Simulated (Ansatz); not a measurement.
**CH₇FSSi₂: one species, many methods**

An exercise on one series of results from a longer session: the logs are not shown, and one member is left open.

Program: Ansatz 0.2.0, Gaussian basis. Level of theory: functionals in def2-TZVPP, the program's frozen cores in correlated methods. These are calculated values, not measurements.

Plan: LDA (SPW92), PBE-D4, revPBE-D4, BLYP-D4, r2SCAN-D4, B97M-V, PBE0-D4, B3LYP-D4, r2SCANh-D4, r2SCAN0-D4, HSE06-D4, BHLYP-D4, CAM-B3LYP-D4, LC-ωPBE, ωB97X-V, ωB97M-V, B2PLYP, PBE-QIDH; CCSD(T)/def2-SVP; CCSD(T)/def2-TZVPP; MP2/def2-QZVPP; extrapolation to the limit; RPA on PBE.

## Structure used throughout

An earlier PBE0-D4 in a triple-zeta def2 set relaxation fixed the geometry.

SMILES `C[SiH2]S[SiH2]F`, 12 atoms, charge 0, spin multiplicity 1.

Atoms are counted from 1 here; the program's logs count them from 0.

Bond lengths: C1–Si2 1.860 Å, C1–H6 1.093 Å, C1–H7 1.092 Å, C1–H8 1.092 Å, Si2–S3 2.156 Å, Si2–H9 1.484 Å, Si2–H10 1.487 Å, S3–Si4 2.109 Å, Si4–F5 1.602 Å, Si4–H11 1.480 Å, Si4–H12 1.479 Å. Angles: Si2–C1–H6 110.3°, Si2–C1–H7 110.4°, Si2–C1–H8 110.6°, H6–C1–H7 108.6°, H6–C1–H8 108.5°, H7–C1–H8 108.3°, C1–Si2–S3 111.5°, C1–Si2–H9 111.6°, C1–Si2–H10 110.9°, S3–Si2–H9 104.9°, S3–Si2–H10 108.2°, H9–Si2–H10 109.5°, Si2–S3–Si4 98.6°, S3–Si4–F5 111.2°, S3–Si4–H11 111.6°, S3–Si4–H12 107.2°, F5–Si4–H11 106.1°, F5–Si4–H12 108.2° and more.

The first run:

Input file in.yaml:

```yaml
crystal:
  periodic: [false, false, false]
  atoms:
    - {symbol: C, position_ang: [-1.872453, 0.311292, -0.036506]}
    - {symbol: Si, position_ang: [-0.631375, -1.048047, -0.305145]}
    - {symbol: S, position_ang: [1.079735, -0.347933, -1.414232]}
    - {symbol: Si, position_ang: [2.140155, 0.549337, 0.173104]}
    - {symbol: F, position_ang: [1.319779, 1.776050, 0.796927]}
    - {symbol: H, position_ang: [-2.742808, -0.070375, 0.504304]}
    - {symbol: H, position_ang: [-1.428344, 1.121868, 0.544973]}
    - {symbol: H, position_ang: [-2.209521, 0.719046, -0.991685]}
    - {symbol: H, position_ang: [-1.194234, -2.148018, -1.127917]}
    - {symbol: H, position_ang: [-0.151347, -1.592962, 0.992778]}
    - {symbol: H, position_ang: [2.364106, -0.400869, 1.285283]}
    - {symbol: H, position_ang: [3.403309, 1.075410, -0.387982]}
basis:
  gaussian: {orbitals: def2-TZVPP}
hamiltonian: {xc: lda}
output: {orbitals: {seedname: orbitals}}
```

Steps of the session up to this table: LDA; PBE-D4 (GGA); revPBE-D4 (GGA); BLYP-D4 (GGA); r2SCAN-D4 (meta-GGA); B97M-V (meta-GGA); PBE0-D4 (hybrid); B3LYP-D4 (hybrid); r2SCANh-D4 (hybrid); r2SCAN0-D4 (hybrid); HSE06-D4 (hybrid); BHLYP-D4 (hybrid); CAM-B3LYP-D4 (range-separated); LC-ωPBE-D4 (range-separated; the results give it without D4); ωB97X-V (range-separated); ωB97M-V (range-separated); B2PLYP (double hybrid); PBE-QIDH (double hybrid).

One of the session's tables, all rows but one given; the rest of the session is left out.

It belongs to the step «Frontier levels by functional». 

```
  functional  HOMO (eV)  gap (eV)
 LDA (SPW92)      -6.66      5.54
      PBE-D4      -6.55      5.69
   revPBE-D4      -6.50      5.76
     BLYP-D4      -6.37      5.68
   r2SCAN-D4      -6.83      6.33
      B97M-V      -6.98      6.32
     PBE0-D4      -7.75      7.76
    B3LYP-D4      -7.49      7.32
  r2SCANh-D4      -7.27      7.07
  r2SCAN0-D4      -7.94      8.16
    HSE06-D4      -7.35      6.98
    BHLYP-D4      -8.79      9.74
CAM-B3LYP-D4      -9.03     10.09
     LC-ωPBE     -10.42     12.61
     ωB97X-V          ?         ?
     ωB97M-V      -9.91     11.70
```

**Question.** Estimate the row for ωB97X-V.

**Answer.** HOMO (eV): -10.07; gap (eV): 12.15. In the column «HOMO (eV)» it lies between LC-ωPBE (-10.42) and ωB97M-V (-9.91).
